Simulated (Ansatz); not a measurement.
# CH6BClOSi: the cost of one run

All numbers below are computed with Ansatz 0.2.0 (RKS PBE0-D4/6-31G).

### 1 The structure to begin with

Bond lengths: B1–C2 1.557 Å, C2–O3 1.407 Å, C2–Si4 1.942 Å, C2–Cl5 1.798 Å, B1–H6 1.216 Å, B1–H7 1.205 Å, O3–H8 0.967 Å, Si4–H9 1.482 Å, Si4–H10 1.409 Å, Si4–H11 1.484 Å. Angles (14 of 16 angles, heavy atoms first): B1–C2–O3 109.5°, B1–C2–Si4 105.4°, B1–C2–Cl5 110.4°, O3–C2–Si4 112.3°, O3–C2–Cl5 109.6°, Si4–C2–Cl5 109.5°, C2–B1–H6 121.8°, C2–B1–H7 122.2°, C2–O3–H8 105.2°, C2–Si4–H9 107.0°, C2–Si4–H10 108.7°, C2–Si4–H11 104.9°, H6–B1–H7 115.5°, H9–Si4–H10 113.4°.

As a file:

```xyz
11

B    -0.3742    1.5117    0.2735
C    -0.5785    0.0126   -0.0942
O    -1.3720   -0.6090    0.8875
Si    1.2074   -0.7446   -0.1884
Cl   -1.3782   -0.1347   -1.6975
H    -0.9161    2.0133    1.2396
H     0.2041    2.2788   -0.4547
H    -1.4639   -1.5257    0.5950
H     1.8079   -0.6063    1.1594
H     1.9304   -0.0736   -1.1949
H     0.9986   -2.1797   -0.5049
```

### 2 End point A

The input, input.yaml:

```yaml
crystal:
  periodic: [false, false, false]
  atoms:
    - { symbol: B, position_ang: [-0.3742, 1.5117, 0.2735] }
    - { symbol: C, position_ang: [-0.5785, 0.0126, -0.0942] }
    - { symbol: O, position_ang: [-1.372, -0.609, 0.8875] }
    - { symbol: Si, position_ang: [1.2074, -0.7446, -0.1884] }
    - { symbol: Cl, position_ang: [-1.3782, -0.1347, -1.6975] }
    - { symbol: H, position_ang: [-0.9161, 2.0133, 1.2396] }
    - { symbol: H, position_ang: [0.2041, 2.2788, -0.4547] }
    - { symbol: H, position_ang: [-1.4639, -1.5257, 0.595] }
    - { symbol: H, position_ang: [1.8079, -0.6063, 1.1594] }
    - { symbol: H, position_ang: [1.9304, -0.0736, -1.1949] }
    - { symbol: H, position_ang: [0.9986, -2.1797, -0.5049] }
basis:
  gaussian: { orbitals: "6-31G" }
hamiltonian:
  xc: pbe0
  dispersion: d4
relax:
  f_tol: 0.015
  max_steps: 40
output:
  orbitals: {}
```

Command:

```bash
ansatz run input.yaml --threads 1 --pin off --max-ram 2048MiB --backend cpu --events-out ev --progress --plain --runs-dir out
```

Q: Estimate wall time and peak memory on 1 thread of Arm Neoverse V2, shared host.

About 95 s, with a peak of 0.19 GiB.
